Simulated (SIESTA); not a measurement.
The system is DyPd2.

```xyz
3
Lattice="-1.9710 1.9710 4.2316 1.9710 -1.9710 4.2316 1.9710 1.9710 -4.2316" Properties=species:S:1:pos:R:3 pbc="T T T"
Dy    0.0000    0.0000    0.0000
Pd    1.9710    0.0000    2.1158
Pd    0.0000    1.9710    2.1158
```

The cell comes from a database or a generator and needn't be the stable form of this composition.

```yaml
Program: SIESTA 5.4.2
Task: single point
Functional: PBE
Potentials_or_basis: PseudoDojo 0.4 standard with PseudoDojo 3+ lanthanides (4f in the core) (PBE files)
Basis: DZP (energy shift 0.003 Ry; two zetas on semicore shells)
Grid_cutoff: 800 Ry
Energy_shift: 0.003 Ry
k_mesh: 10 × 10 × 10
Occupations: fermi-dirac, width 0.05 eV
Spin: collinear spin, ferromagnetic start
Starting_moments: "[5.0, 0.0, 0.0] μB"
```

On this cell: pressure 0.0 GPa; largest force under 0.003 eV/Å; net moment 0.00 μB per cell; band gap on the k mesh none (metal or under the smearing width).

The same run follows on a disturbed copy (atoms moved at random, drawn with an rms of 0.05 Å):

```
Dy Pd
1.0
    -1.97101    1.97101    4.23159
     1.97101   -1.97101    4.23159
     1.97101    1.97101   -4.23159
Dy Pd
1 2
Direct
  0.00053 0.00973 0.00783
  0.25242 0.75858 0.50733
  0.74459 0.25054 0.50159
```

What does the disturbed cell give?

The energy (extrapolated to zero smearing) moves by +1.2 meV/atom; pressure 0.0 GPa; largest force 0.178 eV/Å; net moment 0.00 μB per cell; band gap on the k mesh none (metal or under the smearing width).

Forces in eV/Å, atoms in the order of the input:
```
Dy  -0.039 -0.003 -0.099
Pd  -0.049 -0.064 -0.041
Pd   0.088  0.066  0.140
```

Stress tensor (GPa, compression positive):
```
-0.12  0.00 -0.16
 0.00  0.45  0.14
-0.16  0.14 -0.30
```

Caveats: the magnetic or orbital state may not be the lowest; short orbitals over semicore shells can move pressures by several GPa; spin-orbit coupling is left out, which moves the levels of the heavy elements; the 4f electrons are frozen in the core as for a trivalent ion, so they carry no moment and show no levels; the basis of atomic orbitals isn't converged, which shifts pressures, moduli and gaps.
